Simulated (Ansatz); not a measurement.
# Zr2: the cost of one run

Program: Ansatz 0.2.0, Gaussian basis. Level of theory: the settings change from run to run. These are calculated values, not measurements.

15 further runs of the same task are left out: 4 that didn't finish, 11 set aside as unsound or not needed. Runs told in other sessions of the task aren't counted.

### Step 1. What is computed

The geometry is a PBE0/def2-TZVP stationary point (not a proven minimum) of the parent state, kept for this charge and spin. No spin-orbit coupling is included. Elements past krypton take def2 core potentials.

2 atoms, charge 1, spin multiplicity 4.

Atoms are counted from 1 here; the program's logs count them from 0.

Bond lengths: Zr1–Zr2 2.228 Å.

### Step 2. CCSD(T)/def2-SVP

File in.yaml:

```yaml
crystal:
  periodic: [false, false, false]
  atoms:
    - {symbol: Zr, position_ang: [0.000000, 0.000000, 0.000000]}
    - {symbol: Zr, position_ang: [0.000000, 0.000000, 2.228000]}
basis:
  gaussian: {orbitals: def2-SVP}
total_charge: 1
magnetization: {spin_polarized: false, initial_magnetization: 3}
hamiltonian: {xc: {name: B3LYP}}
correlation: {method: ccsd_t, electrons: outside_noble_gas}
output: {forces: true}
```

Run with:

```
ansatz run in.yaml --threads 1 --pin off --events-out ev --progress --plain --max-ram 2393MiB
```

What time and memory should one allow on 1 thread of Intel Xeon Platinum 8259CL at 2.50GHz, shared host?

About 74 s, with a peak of 0.29 GiB.
